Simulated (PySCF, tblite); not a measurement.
# C5H6Cl2O: dynamics, then NMR shifts on frames, part 2 of 2

tblite 0.8.0 and PySCF 2.14.0. Atoms count from 0. Earlier steps stand in the parts before.

## 5. Shielding tensors: 625 fs, PBE0/pcSseg-1

Job settings and geometry (Å):

```
{"job": {"kind": "nmr", "xc": "PBE0", "basis": "pcSseg-1", "pop": false}, "charge": 0, "multiplicity": 1}
C      3.096700     0.565200    -0.991500
C      2.452600    -0.289900    -0.145500
O      1.173800    -0.099100     0.339600
C      0.378800    -1.205000     0.619800
C     -0.945400    -1.062200     0.842600
C     -1.719200     0.184700     0.569300
Cl    -2.628400     0.774500     2.054300
Cl    -2.960900    -0.139600    -0.749100
H      2.623000     1.346200    -1.524900
H      4.098000     0.320400    -1.193500
H      3.028500    -1.095100     0.218700
H      0.979000    -2.123000     0.777400
H     -1.575100    -1.842000     1.179300
H     -0.978000     0.992800     0.370900
```

Level: GIAO PBE0/pcSseg-1 NMR shielding, non-relativistic, gas phase.

The program printed:

```text
coarse grid: 13488 points
cycle   1  E = -1188.8529711891  dE =  9.475e-01  |g| = 6.202e-01  |ddm| = 3.429e+00
cycle   2  E = -1188.7539139236  dE =  9.906e-02  |g| = 9.226e-01  |ddm| = 1.190e+00
cycle   3  E = -1188.9412562870  dE = -1.873e-01  |g| = 8.093e-02  |ddm| = 7.352e-01
cycle   4  E = -1188.9424951688  dE = -1.239e-03  |g| = 4.429e-02  |ddm| = 1.065e-01
cycle   5  E = -1188.9429485033  dE = -4.533e-04  |g| = 1.499e-02  |ddm| = 4.445e-02
cycle   6  E = -1188.9429984987  dE = -5.000e-05  |g| = 2.587e-03  |ddm| = 1.196e-02
cycle   7  E = -1188.9429998744  dE = -1.376e-06  |g| = 1.186e-03  |ddm| = 3.192e-03
final grid: 122976 points
cycle   8  E = -1189.0007179643  dE = -3.577e-05  |g| = 1.072e-02  |ddm| = 2.437e-02
cycle   9  E = -1189.0006966014  dE =  2.136e-05  |g| = 1.526e-02  |ddm| = 1.519e-02
cycle  10  E = -1189.0007389976  dE = -4.240e-05  |g| = 2.196e-03  |ddm| = 9.773e-03
cycle  11  E = -1189.0007399064  dE = -9.087e-07  |g| = 6.557e-04  |ddm| = 2.190e-03
cycle  12  E = -1189.0007400094  dE = -1.030e-07  |g| = 1.777e-04  |ddm| = 6.535e-04
cycle  13  E = -1189.0007400173  dE = -7.955e-09  |g| = 3.029e-05  |ddm| = 1.480e-04
cycle  14  E = -1189.0007400175  dE = -1.805e-10  |g| = 1.237e-05  |ddm| = 3.909e-05
converged SCF energy = -1189.0007400175

GIAO shielding tensors (ppm)
atom      isotropic    diamagn.    paramagn.     s11        s22        s33       span
  0 C       76.856     254.107    -177.252    -38.155    104.032    164.690    202.845
  1 C       21.931     248.041    -226.110    -92.678     64.639     93.831    186.509
  2 O      131.926     401.365    -269.438     41.325     74.569    279.885    238.560
  3 C       31.808     249.901    -218.093    -41.687     45.808     91.302    132.989
  4 C       65.406     254.943    -189.537    -28.141     83.370    140.988    169.130
  5 C       92.641     242.568    -149.927     56.528     89.064    132.331     75.803
  6 Cl     587.677    1145.049    -557.372    227.794    516.620   1018.616    790.823
  7 Cl     557.807    1145.722    -587.914    177.915    488.088   1007.419    829.503
  8 H       26.679      32.452      -5.773     23.312     25.518     31.207      7.895
  9 H       27.159      27.363      -0.204     24.561     26.587     30.330      5.769
 10 H       25.037      28.745      -3.708     22.622     23.616     28.872      6.251
 11 H       24.779      28.804      -4.025     22.066     25.095     27.177      5.111
 12 H       26.557      31.005      -4.448     23.884     25.189     30.596      6.712
 13 H       23.929      28.022      -4.093     20.107     22.004     29.675      9.568
```

Run time: 34 s. Hardware: 1 thread of Arm Neoverse N1, shared host; peak memory 0.88 GiB.

Key values: δ C1 165.0, C3 155.1, C4 121.5, C0 110.1, H13 7.79, H11 6.94 ppm.

## 6. Shielding tensors: 800 fs, PBE0/pcSseg-1

Job settings and geometry (Å):

```
{"job": {"kind": "nmr", "xc": "PBE0", "basis": "pcSseg-1", "pop": false}, "charge": 0, "multiplicity": 1}
C      3.379500     0.398600    -0.640800
C      2.646800    -0.573900    -0.113000
O      1.371200    -0.286500     0.325600
C      0.551000    -1.236200     0.903400
C     -0.748000    -0.988200     1.052400
C     -1.417600     0.275600     0.776800
Cl    -2.511800     0.823700     2.157400
Cl    -2.511500     0.094700    -0.667700
H      3.149200     1.432100    -0.686300
H      4.333900     0.120500    -1.128700
H      2.909300    -1.603700    -0.040100
H      1.021600    -2.181200     1.205400
H     -1.421600    -1.815800     1.323300
H     -0.622500     0.985600     0.496000
```

Level: GIAO PBE0/pcSseg-1 NMR shielding, non-relativistic, gas phase.

The program printed:

```text
coarse grid: 13488 points
cycle   1  E = -1188.8627443524  dE =  1.041e+00  |g| = 6.146e-01  |ddm| = 3.448e+00
cycle   2  E = -1188.7800893487  dE =  8.266e-02  |g| = 8.850e-01  |ddm| = 1.190e+00
cycle   3  E = -1188.9481193719  dE = -1.680e-01  |g| = 8.679e-02  |ddm| = 7.186e-01
cycle   4  E = -1188.9494518093  dE = -1.332e-03  |g| = 4.821e-02  |ddm| = 1.138e-01
cycle   5  E = -1188.9499689246  dE = -5.171e-04  |g| = 1.712e-02  |ddm| = 5.063e-02
cycle   6  E = -1188.9500389405  dE = -7.002e-05  |g| = 3.868e-03  |ddm| = 1.632e-02
cycle   7  E = -1188.9500419813  dE = -3.041e-06  |g| = 2.039e-03  |ddm| = 4.894e-03
final grid: 122976 points
cycle   8  E = -1189.0072109472  dE = -3.300e-05  |g| = 9.675e-03  |ddm| = 2.582e-02
cycle   9  E = -1189.0071921725  dE =  1.877e-05  |g| = 1.366e-02  |ddm| = 1.492e-02
cycle  10  E = -1189.0072288124  dE = -3.664e-05  |g| = 2.071e-03  |ddm| = 9.902e-03
cycle  11  E = -1189.0072296506  dE = -8.382e-07  |g| = 5.958e-04  |ddm| = 2.102e-03
cycle  12  E = -1189.0072297362  dE = -8.560e-08  |g| = 1.504e-04  |ddm| = 6.010e-04
cycle  13  E = -1189.0072297418  dE = -5.597e-09  |g| = 3.270e-05  |ddm| = 1.291e-04
cycle  14  E = -1189.0072297420  dE = -2.210e-10  |g| = 1.373e-05  |ddm| = 3.501e-05
converged SCF energy = -1189.0072297420

GIAO shielding tensors (ppm)
atom      isotropic    diamagn.    paramagn.     s11        s22        s33       span
  0 C       86.706     251.888    -165.182    -10.201    102.961    167.359    177.559
  1 C       31.653     250.625    -218.971    -65.782     67.891     92.851    158.633
  2 O      125.489     405.217    -279.729     44.449     67.386    264.631    220.182
  3 C       35.212     250.756    -215.544    -41.307     54.328     92.616    133.923
  4 C       67.569     256.925    -189.356    -24.548     89.082    138.173    162.721
  5 C       97.942     243.148    -145.206     65.683     90.372    137.772     72.089
  6 Cl     561.661    1145.252    -583.592    185.334    476.736   1022.911    837.577
  7 Cl     577.435    1146.681    -569.246    195.820    531.666   1004.818    808.998
  8 H       26.718      31.816      -5.098     24.571     25.323     30.258      5.687
  9 H       26.810      24.653       2.157     25.130     25.266     30.035      4.904
 10 H       25.264      28.909      -3.645     23.329     24.039     28.424      5.095
 11 H       24.957      28.943      -3.986     22.275     25.434     27.163      4.887
 12 H       26.230      29.756      -3.526     24.015     24.933     29.744      5.729
 13 H       24.376      28.801      -4.425     21.404     21.731     29.992      8.588
```

It took 35 s on 1 thread of Arm Neoverse N1, shared host; peak memory 0.88 GiB.

In short: δ C1 155.3, C3 151.7, C4 119.4, C0 100.2, H13 7.34, H11 6.76 ppm.

## 7. Shielding tensors: 1000 fs, PBE0/pcSseg-1

Job settings and geometry (Å):

```
{"job": {"kind": "nmr", "xc": "PBE0", "basis": "pcSseg-1", "pop": false}, "charge": 0, "multiplicity": 1}
C      3.484800     0.545600    -0.086800
C      2.633400    -0.409900     0.138700
O      1.332300    -0.171400     0.422100
C      0.549600    -1.175800     0.795100
C     -0.751900    -1.120800     1.091700
C     -1.574700     0.178100     1.018700
Cl    -2.485300     0.479400     2.346600
Cl    -2.653600    -0.029300    -0.491300
H      3.255300     1.579600     0.069300
H      4.464900     0.420800    -0.470700
H      2.861600    -1.424400    -0.071600
H      1.171500    -2.034000     1.094800
H     -1.293100    -1.989500     1.515800
H     -0.797400     0.942200     0.705100
```

With the program's defaults for keys left out, this is: GIAO PBE0/pcSseg-1 NMR shielding, non-relativistic, gas phase.

The program printed:

```text
coarse grid: 13488 points
cycle   1  E = -1188.8578197935  dE =  1.304e+00  |g| = 5.857e-01  |ddm| = 3.527e+00
cycle   2  E = -1188.7993026608  dE =  5.852e-02  |g| = 7.940e-01  |ddm| = 1.111e+00
cycle   3  E = -1188.9344056526  dE = -1.351e-01  |g| = 8.221e-02  |ddm| = 6.562e-01
cycle   4  E = -1188.9356998160  dE = -1.294e-03  |g| = 4.131e-02  |ddm| = 1.070e-01
cycle   5  E = -1188.9360770809  dE = -3.773e-04  |g| = 1.540e-02  |ddm| = 4.565e-02
cycle   6  E = -1188.9361326273  dE = -5.555e-05  |g| = 3.839e-03  |ddm| = 1.467e-02
cycle   7  E = -1188.9361355609  dE = -2.934e-06  |g| = 1.910e-03  |ddm| = 4.781e-03
final grid: 122976 points
cycle   8  E = -1188.9931417554  dE = -3.587e-05  |g| = 8.494e-03  |ddm| = 2.531e-02
cycle   9  E = -1188.9931310280  dE =  1.073e-05  |g| = 1.114e-02  |ddm| = 1.293e-02
cycle  10  E = -1188.9931552729  dE = -2.424e-05  |g| = 1.976e-03  |ddm| = 8.320e-03
cycle  11  E = -1188.9931560381  dE = -7.652e-07  |g| = 5.454e-04  |ddm| = 1.962e-03
cycle  12  E = -1188.9931561089  dE = -7.082e-08  |g| = 1.441e-04  |ddm| = 5.596e-04
cycle  13  E = -1188.9931561139  dE = -5.055e-09  |g| = 2.789e-05  |ddm| = 1.248e-04
cycle  14  E = -1188.9931561141  dE = -1.596e-10  |g| = 1.183e-05  |ddm| = 3.079e-05
converged SCF energy = -1188.9931561141

GIAO shielding tensors (ppm)
atom      isotropic    diamagn.    paramagn.     s11        s22        s33       span
  0 C       89.794     254.379    -164.584     -7.998    105.291    172.090    180.088
  1 C       36.705     249.965    -213.260    -60.342     77.159     93.297    153.639
  2 O      145.590     403.224    -257.634     54.921    103.193    278.657    223.736
  3 C       41.161     247.308    -206.146    -32.642     59.067     97.059    129.701
  4 C       62.637     255.807    -193.171    -33.257     93.672    127.495    160.752
  5 C      111.118     244.615    -133.496     75.679    107.964    149.712     74.034
  6 Cl     759.587    1145.421    -385.834    571.182    760.900    946.679    375.497
  7 Cl     545.340    1146.582    -601.242    118.549    471.832   1045.637    927.088
  8 H       27.102      32.061      -4.959     24.946     25.365     30.994      6.048
  9 H       27.277      26.851       0.426     25.833     26.259     29.739      3.907
 10 H       25.738      29.227      -3.489     23.552     24.966     28.695      5.142
 11 H       25.414      28.532      -3.118     21.805     26.132     28.304      6.499
 12 H       25.932      29.719      -3.787     23.683     24.549     29.564      5.882
 13 H       24.028      28.205      -4.176     20.606     21.521     29.959      9.354
```

Run time: 36 s. Hardware: 1 thread of Arm Neoverse N1, shared host; peak memory 0.89 GiB.

Key values: δ C1 150.2, C3 145.8, C4 124.3, C0 97.1, H13 7.69, H11 6.30 ppm.

## 8. Run by run: NMR shifts

Shifts (ppm) of some atoms, chosen among heavy atoms and hydrogens apart, with basis size and wall time:

```tsv
frame	C1	C5	H11	H9	O2	Cl7	Cl6	functions	time
250 fs	155.9	74.4	7.00	2.92	199.9	292	276	180	35 s
425 fs	157.9	84.6	5.45	6.08	198.2	326	305	180	34 s
625 fs	165.0	94.3	6.94	4.56	204.2	392	362	180	34 s
800 fs	155.3	89.0	6.76	4.91	210.6	372	388	180	35 s
1000 fs	150.2	75.8	6.30	4.44	190.5	404	190	180	36 s
```

## 9. Results

This closing draws on all 2 parts.

| quantity | value |
| --- | --- |
| thermostat | 400 K |
| mean temperature, second half | 360 K |
| mean potential energy above the minimum | 0.53 eV |
| 13C shifts against TMS (PBE0/pcSseg-1, 250 fs) | 155.9, 152.2, 121.6, 96.4, 74.4 ppm |
| 1H shifts against TMS (PBE0/pcSseg-1, 250 fs) | 7.08, 7.00, 7.00, 5.08, 4.83, 2.92 ppm |
| 17O shifts against H2O (PBE0/pcSseg-1, 250 fs) | 199.9 ppm |
| 35Cl shifts against HCl (PBE0/pcSseg-1, 250 fs) | 292, 276 ppm |
| range of the shift of Cl6 | 190 to 388 ppm |

In words: In the second half the potential energy averages 0.53 eV above the minimum; equipartition over 36 harmonic modes at 400 K would give 0.62 eV. With 14 atoms the temperature swings widely (197 to 508 K). C5 stands next to heavy halogen, whose spin-orbit shielding this run leaves out, so the computed shift lies too far downfield, most of all for carbon beside Br or I. Shifts at one fixed geometry are not the observed spectrum, which averages over the motion. In the first frame run (250 fs): The widest tensor belongs to Cl7: span 691 ppm, with a paramagnetic part of -488 ppm. Across the 5 runs the shift of Cl6 moves most, between 190 (1000 fs) and 388 ppm (800 fs).
